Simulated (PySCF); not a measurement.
# C2H8OSSi: the cost of one run

Computed with PySCF 2.14.0, with density-fitted response routines of our own, on a single molecule in the gas phase. Atoms count from 0, in the outputs and in this text.

## Step 1: Starting geometry

13 atoms, charge 0, multiplicity 1; geometry from: GFN2-xTB.

Bonds of the start (Å): C0–O1 1.40, O1–Si2 1.62, Si2–C3 1.90, Si2–S4 2.14, C0–H5 1.09, C0–H6 1.09, C0–H7 1.09, Si2–H8 1.46, C3–H9 1.09, C3–H10 1.09, C3–H11 1.09, S4–H12 1.32.

## Step 2: TDDFT and polarisability: PBE0/def2-SVPD

The job: settings as JSON, then the geometry in Å.

```
{"job": {"kind": "uv", "xc": "PBE0", "basis": "def2-SVPD", "nstates": 8, "ntriplets": 3}, "charge": 0, "multiplicity": 1}
C     -1.733265    -0.700908     0.698952
O     -0.540135    -0.996565     0.034685
Si     0.424933     0.037538    -0.764445
C      1.110702     1.442249     0.307713
S      2.016663    -1.261361    -1.372661
H     -1.565254     0.028066     1.493869
H     -2.111773    -1.626689     1.131968
H     -2.471299    -0.297406     0.002947
H     -0.252154     0.562556    -1.951405
H      0.333466     2.154059     0.572631
H      1.540449     1.059840     1.231105
H      1.890977     1.988195    -0.212790
H      1.352303    -2.389086    -1.190296
```

With the program's defaults for keys left out, this is: TDDFT PBE0/def2-SVPD, vertical, gas phase, core orbitals frozen in the response.

Started as:

```bash
OMP_NUM_THREADS=1 python probes_run.py task.json out
```

One launch serves the whole session: the jobs run in the order shown.

Q: Estimate the wall time and peak memory of this first job on 1 thread of Arm Neoverse N1, shared host.

About 35 s, with a peak of 0.66 GiB.
